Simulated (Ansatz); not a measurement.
# CuO: the cost of one run

Program: Ansatz 0.2.0. Level of theory: DFT r²SCAN without U, plane waves, PAW. These are calculated values, not measurements.

### Step 1. Starting point

The structure is cubic, space group Pm-3m (No. 221). Conventional cell: a = 2.553 Å, b = 2.553 Å, c = 2.553 Å, α = 90.00°, β = 90.00°, γ = 90.00°. Cu (site symmetry m-3m) has 8 O at 2.21 Å as nearest neighbours. Around O (site symmetry m-3m) lie 8 Cu at 2.21 Å.

Structure file:

```
Cu O
1.0
     2.55255    0.00000    0.00000
     0.00000    2.55255    2.55255
     0.00000    0.00000    5.10510
Cu O
2 2
Direct
  0.00000 0.00000 0.00000
  0.00000 0.00000 0.50000
  0.50000 0.50000 0.00000
  0.50000 0.50000 0.50000
```

Magnetic order typed: antiferromagnetic, doubled cell 0 1/2 1/2.

### Step 2. From atoms, symmetry kept, no search

input.yaml reads:

```yaml
crystal:
  lattice:
    - [2.55255061, 0.0, 0.0]
    - [0.0, 2.55255061, 2.55255061]
    - [0.0, 0.0, 5.10510122]
  atoms:
    - { symbol: Cu, position: [0.0, 0.0, 0.0], spin: 1.0 }
    - { symbol: O, position: [0.5, 0.5, 0.0] }
    - { symbol: Cu, position: [0.0, 0.0, 0.5], spin: -1.0 }
    - { symbol: O, position: [0.5, 0.5, 0.5] }
basis:
  ecutwfc: 500
  ecutrho_ratio: 4
kpoints:
  mp_grid: { grid: [7, 7, 7] }
hamiltonian:
  xc: r2scan
scf:
  occupations: { method: gaussian, width: 0.05 }
  lower_state_search: "off"
  max_iter: 150
output:
  forces: true
  stress: true
  eigenvalues: true
  populations: true
  hubbard: { sites: [{ site: 0, l: d }, { site: 2, l: d }] }
magnetization:
  spin_polarized: true
```

The run is started by

```sh
> ansatz run input.yaml --threads 4 --pin off --max-ram 6144MiB --backend cpu --events-out ev --progress --plain --runs-dir out
```

Q: Estimate wall time and peak memory on 4 threads of Intel Xeon 6975P-C (Granite Rapids), shared host.

About 2.6 s, with a peak of 0.52 GiB.
